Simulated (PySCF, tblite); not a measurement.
**C5H6BO3 radical: geometry, infrared bands and EPR parameters**

What infrared bands and EPR parameters should C5H6BO3 radical (`[CH2]c1ccc(B(O)O)o1`) show?

Computed with tblite 0.8.0 and PySCF 2.14.0, with density-fitted response routines of our own, on a single molecule in the gas phase. Atoms are numbered from 0 throughout.

### 1 The starting structure

15 atoms, charge 0, multiplicity 2; geometry from: force field or distance geometry start.

Bonds of the start (Å): C0–C1 1.47, C1–C2 1.38, C2–C3 1.37, C3–C4 1.38, C4–B5 1.56, B5–O6 1.46, B5–O7 1.46, C4–O8 1.31, O8–C1 1.32, C0–H9 1.11, C0–H10 1.11, C2–H11 1.09, C3–H12 1.08, O6–H13 0.99, O7–H14 0.99.

### 2 Relaxing the molecule with GFN2-xTB

The job: settings as JSON, then the geometry in Å.

```
{"job": {"kind": "relax", "xc": "GFN2-xTB", "basis": "xTB"}, "charge": 0, "multiplicity": 2}
C     -2.940500     0.701600    -0.072400
C     -1.581900     0.152900    -0.233200
C     -1.258000    -1.082400    -0.767800
C      0.106400    -1.168600    -0.717300
C      0.541900    -0.002400    -0.119300
B      2.024900     0.381300     0.166500
O      2.343600     1.671700     0.782000
O      3.116500    -0.530900    -0.181400
O     -0.478300     0.766400     0.153100
H     -3.035900     1.654700    -0.632300
H     -3.164000     0.887300     1.000300
H     -1.959600    -1.816600    -1.165600
H      0.709200    -2.004200    -1.037300
H      2.339400     1.487800     1.757100
H      3.232000    -1.090700     0.621200
```

Command:

```sh
OMP_NUM_THREADS=1 python probes_run.py task.json out
```

One launch serves the whole session: the jobs run in the order shown.

**Question.** This job is followed by: GFN2-xTB harmonic vibrations, gas phase; UKS B3LYP, pcH-1 on B C H O, non-relativistic, mean-field spin-orbit, GIAO. Predict these results of the whole session: strongest single infrared mode (GFN2-xTB); zero-point energy (GFN2-xTB); g(iso) (B3LYP); ⟨S²⟩; largest a(iso) (averaged by class); surface potential, 1st and 99th percentile.

As calculated:

| quantity | value |
| --- | --- |
| strongest single infrared mode (GFN2-xTB) | 1253 cm⁻¹, 457 km/mol |
| zero-point energy (GFN2-xTB) | 65.8 kcal/mol |
| g(iso) (B3LYP) | 2.00290 |
| ⟨S²⟩ | 0.777 (exact 0.75) |
| largest a(iso) (averaged by class) | 13C on C0, 47.9 MHz |
| surface potential, 1st and 99th percentile | -1.62 V and 2.99 V |

**Reading.** Over 79 steps the energy fell by 2.736 eV; of the close pairs, C0–C1 changed most, 1.474 to 1.362 Å. All 39 modes are real, so the xTB geometry is a minimum. The strongest single mode, at 1253 cm⁻¹, moves mainly B5. GFN2-xTB is a fitted tight-binding method: band positions and strengths are rough. Its intensities can rank the bands wrongly. The largest share of the spin, 0.63 e, sits on C0. The isotropic g lies 0.6 ppt above the free-electron value.
